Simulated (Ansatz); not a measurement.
# Cu (Copper): the cost of one run

Computed with Ansatz 0.2.0 (DFT PBE, scalar-relativistic, plane waves, PAW, unless a step's input says otherwise).

3 further runs of the same task are left out: 3 set aside as unsound or not needed.

## (1) The structure to begin with

The structure is cubic, space group Fm-3m (No. 225). The conventional cell has a = 3.630 Å, b = 3.630 Å, c = 3.630 Å, α = 90.00°, β = 90.00°, γ = 90.00°. Around Cu (site symmetry m-3m) lie 12 Cu at 2.57 Å.

Structure file:

```cif
data_structure
_symmetry_space_group_name_H-M 'Fm-3m'
_symmetry_Int_Tables_number 225
_cell_length_a 3.6297
_cell_length_b 3.6297
_cell_length_c 3.6297
_cell_angle_alpha 90.000
_cell_angle_beta 90.000
_cell_angle_gamma 90.000
_cell_volume 47.82
loop_
_atom_site_label
_atom_site_type_symbol
_atom_site_symmetry_multiplicity
_atom_site_Wyckoff_symbol
_atom_site_fract_x
_atom_site_fract_y
_atom_site_fract_z
_atom_site_occupancy
Cu1 Cu 4 a 0.00000 0.00000 0.00000 1
```

It is the result of an earlier relaxation at this level (volume 11.96 Å³/atom; gap on the mesh: none (metal)).

## (2) The bulk in the cell of the plane

input.yaml

```yaml
crystal:
  lattice:
    - [2.5666196055, 0.0, 0.0]
    - [0.0, 2.5666196055, 0.0]
    - [1.2833098028, 1.2833098028, 1.8148741278]
  atoms:
    - { symbol: Cu, position: [0.0, 0.0, 0.0] }
basis:
  ecutwfc: 420
kpoints:
  mp_grid: { grid: [13, 13, 19] }
hamiltonian:
  xc: pbe
scf:
  occupations: { method: gaussian, width: 0.1 }
output:
  forces: true
  stress: true
  eigenvalues: true
```

The run is started by

```bash
ansatz run input.yaml --threads 1 --pin off --max-ram 2560MiB --backend cpu --events-out ev --progress --plain --runs-dir out
```

What time and memory should one allow on 1 thread of Intel Xeon 6975P-C (Granite Rapids), shared host?

About 4.1 s, with a peak of 0.48 GiB.
